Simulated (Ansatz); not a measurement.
**C₂H₅GeN: small, medium and large basis sets**

One table from this session's results is given with a row withheld; the runs are named, their logs left out.

Method: one geometry, several basis sets; program: Ansatz 0.2.0, Gaussian basis.

Levels to be run: PBE0-D4/def2-SVP; ωB97M-V/def2-SVP; PBE0-D4/def2-QZVPP; ωB97M-V/def2-QZVPP; the functionals' def2-TZVPP values are taken from earlier runs.

### Structure used throughout

All runs share one geometry, relaxed beforehand with PBE0-D4 in a triple-zeta def2 set.

9 atoms, charge 0, spin multiplicity 1.

Atoms are counted from 1 here; the program's logs count them from 0.

Bond lengths: C1–N2 1.275 Å, C1–Ge4 1.968 Å, C1–H5 1.090 Å, N2–C3 1.474 Å, C3–Ge4 1.995 Å, C3–H6 1.092 Å, C3–H7 1.092 Å, Ge4–H8 1.542 Å, Ge4–H9 1.542 Å. Angles: N2–C1–Ge4 97.0°, N2–C1–H5 121.5°, Ge4–C1–H5 141.5°, C1–N2–C3 105.9°, N2–C3–Ge4 89.7°, N2–C3–H6 111.3°, N2–C3–H7 111.3°, Ge4–C3–H6 117.4°, Ge4–C3–H7 117.4°, H6–C3–H7 108.5°, C1–Ge4–C3 67.4°, C1–Ge4–H8 118.6°, C1–Ge4–H9 118.6°, C3–Ge4–H8 119.4°, C3–Ge4–H9 119.4°, H8–Ge4–H9 108.7°.

Set-up of the first run:

The input, in.yaml:

```yaml
crystal:
  periodic: [false, false, false]
  atoms:
    - {symbol: C, position_ang: [-0.696023, 0.390731, -1.074738]}
    - {symbol: N, position_ang: [0.548649, 0.663596, -1.131620]}
    - {symbol: C, position_ang: [1.132516, 0.153780, 0.121598]}
    - {symbol: Ge, position_ang: [-0.671044, -0.482905, 0.688885]}
    - {symbol: H, position_ang: [-1.375523, 0.659940, -1.883637]}
    - {symbol: H, position_ang: [1.893604, -0.603636, -0.074833]}
    - {symbol: H, position_ang: [1.586980, 0.957932, 0.703246]}
    - {symbol: H, position_ang: [-0.948287, -1.997681, 0.766638]}
    - {symbol: H, position_ang: [-1.382271, 0.211944, 1.867359]}
basis:
  gaussian: {orbitals: def2-SVP}
hamiltonian: {xc: pbe0, dispersion: d4}
output: {orbitals: {seedname: orbitals}}
```

On the command line:

```
$ ansatz run in.yaml --threads 2 --pin off --events-out ev --progress --plain --max-ram 4352MiB
```

Steps of the session up to this table: PBE0-D4 in def2-SVP; ωB97M-V in def2-SVP; PBE0-D4 in def2-QZVPP; ωB97M-V in def2-QZVPP.

One table of the session follows, with a row left open; its other results are not shown here.

It belongs to the step «Functionals by basis». 

| functional | basis | HOMO (eV) |
| --- | --- | --- |
| PBE0-D4 | def2-SVP | -6.73 |
| PBE0-D4 | def2-TZVPP | -6.85 |
| PBE0-D4 | def2-QZVPP | -6.87 |
| ωB97M-V | def2-SVP | ? |
| ωB97M-V | def2-TZVPP | -9.09 |
| ωB97M-V | def2-QZVPP | -9.11 |

Estimate the missing values for ωB97M-V, def2-SVP.

The run gave: HOMO (eV): -8.95. In the column «HOMO (eV)» it lies between ωB97M-V, def2-TZVPP (-9.09) and PBE0-D4, def2-QZVPP (-6.87).
